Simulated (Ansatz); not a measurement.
# Alloy of KMgF3 and KZnF3 (6 of 8 Mg sites exchanged), 40 atoms

How does this alloy cell relax, and what gap do PBEsol and HSE06 give?

Method: density functional theory in Ansatz 0.2.0, PAW datasets, plane waves.

## Step 1: Starting point

40 atoms (8 K, 2 Mg, 6 Zn, 24 F); a = 8.081 Å, b = 8.081 Å, c = 8.081 Å, α = 90.00°, β = 90.00°, γ = 90.00°. All atoms were shaken off their sites by about 0.02 Å along each axis.

Steps to follow: (2) PBEsol cell relaxation at the single k point (¼, ¼, ¼), on 1 × NVIDIA H100 80GB HBM3 with 2 threads of AMD EPYC 7R13; (3) HSE06 single point at the Γ point alone, on 1 × NVIDIA H100 80GB HBM3 with 2 threads of AMD EPYC 7R13.

## Step 2: Relaxing cell and atoms with PBEsol

Input file in.yaml:

```yaml
crystal:
  lattice:
    - [8.081349, 0.000000, 0.000000]
    - [0.000000, 8.081349, 0.000000]
    - [0.000000, 0.000000, 8.081349]
  atoms:
    - { symbol: K, position: [0.000118, 0.997506, 0.000323] }
    - { symbol: K, position: [0.996894, 0.005411, 0.502066] }
    - { symbol: K, position: [0.998781, 0.496545, 0.002579] }
    - { symbol: K, position: [0.001653, 0.500838, 0.501992] }
    - { symbol: K, position: [0.498840, 0.999348, 0.995186] }
    - { symbol: K, position: [0.502535, 0.000586, 0.496067] }
    - { symbol: K, position: [0.499368, 0.501575, 0.997698] }
    - { symbol: K, position: [0.498588, 0.492761, 0.498778] }
    - { symbol: Mg, position: [0.246531, 0.252797, 0.246978] }
    - { symbol: Mg, position: [0.750016, 0.248599, 0.249009] }
    - { symbol: Zn, position: [0.251028, 0.247791, 0.748537] }
    - { symbol: Zn, position: [0.251253, 0.748599, 0.249890] }
    - { symbol: Zn, position: [0.249102, 0.749201, 0.745369] }
    - { symbol: Zn, position: [0.751488, 0.247345, 0.748572] }
    - { symbol: Zn, position: [0.749800, 0.752613, 0.254716] }
    - { symbol: Zn, position: [0.750201, 0.751609, 0.748886] }
    - { symbol: F, position: [0.254489, 0.251830, 0.003766] }
    - { symbol: F, position: [0.250471, 0.249973, 0.503192] }
    - { symbol: F, position: [0.252664, 0.747987, 0.001489] }
    - { symbol: F, position: [0.247907, 0.744448, 0.497258] }
    - { symbol: F, position: [0.747458, 0.246503, 0.999480] }
    - { symbol: F, position: [0.751539, 0.251041, 0.497731] }
    - { symbol: F, position: [0.751912, 0.747905, 0.005567] }
    - { symbol: F, position: [0.750931, 0.751536, 0.501381] }
    - { symbol: F, position: [0.005196, 0.246724, 0.250880] }
    - { symbol: F, position: [0.996932, 0.251906, 0.751389] }
    - { symbol: F, position: [0.999710, 0.750008, 0.247341] }
    - { symbol: F, position: [0.003112, 0.749582, 0.753071] }
    - { symbol: F, position: [0.500815, 0.245445, 0.253488] }
    - { symbol: F, position: [0.497145, 0.250087, 0.745770] }
    - { symbol: F, position: [0.500186, 0.744300, 0.252104] }
    - { symbol: F, position: [0.496946, 0.747390, 0.745094] }
    - { symbol: F, position: [0.251910, 0.001217, 0.248776] }
    - { symbol: F, position: [0.248994, 0.004758, 0.747657] }
    - { symbol: F, position: [0.252921, 0.503085, 0.252017] }
    - { symbol: F, position: [0.248327, 0.497623, 0.751683] }
    - { symbol: F, position: [0.746110, 0.998105, 0.244209] }
    - { symbol: F, position: [0.752298, 0.999494, 0.748659] }
    - { symbol: F, position: [0.749614, 0.497909, 0.250253] }
    - { symbol: F, position: [0.751376, 0.498223, 0.749964] }
  symmetry: { detect: false }
kpoints:
  mp_grid: { grid: [1, 1, 1], shift: [0.25, 0.25, 0.25] }
hamiltonian:
  xc: pbesol
scf:
  occupations: { method: fermi_dirac, width: 0.01 }
relax:
  f_tol: 0.03
  max_steps: 80
  escape_saddle: false
  adjacent_minimum: "off"
  cell: { fix: [shape] }
output:
  forces: true
  eigenvalues: true
  populations: true
```

The run is started by

```
$ ansatz run in.yaml --threads 2 --pin off --max-ram 20900MiB --runs-dir r --events-out ev --progress --plain --backend cuda --devices 0, --max-vram 18GiB
```

Further steps of the session: Single point with HSE06.

Q: Predict the outcome of this session. Wanted: for each run, top filled to lowest empty.

The runs gave:

```
             level        time   k points  top filled to lowest empty (eV)
PBEsol, relaxation  23 s (GPU)  (¼, ¼, ¼)                             5.19
             HSE06  27 s (GPU)          Γ                             6.71
```

```
     quantity                                                                      value
   relaxation                                           6 recorded steps, 0.17 eV gained
largest shift                                              0.07 Å (F37 and others alike)
 relaxed cell  a = 8.077 Å, b = 8.077 Å, c = 8.077 Å, α = 90.00°, β = 90.00°, γ = 90.00°
   mean bonds                                        F–K 2.856, F–Mg 2.004, F–Zn 2.024 Å
```

**What this shows.** Relaxation gains 0.17 eV, with shifts up to 0.07 Å (F37 and others alike), while the volume changes by -0.2 %. The mean lengths of the listed bonds run from F–Mg 2.00 Å to F–K 2.86 Å. Rows on different k points differ by sampling as well as by level. With one k point the spacing samples only the states that fold onto it, so it can exceed the gap over the zone.
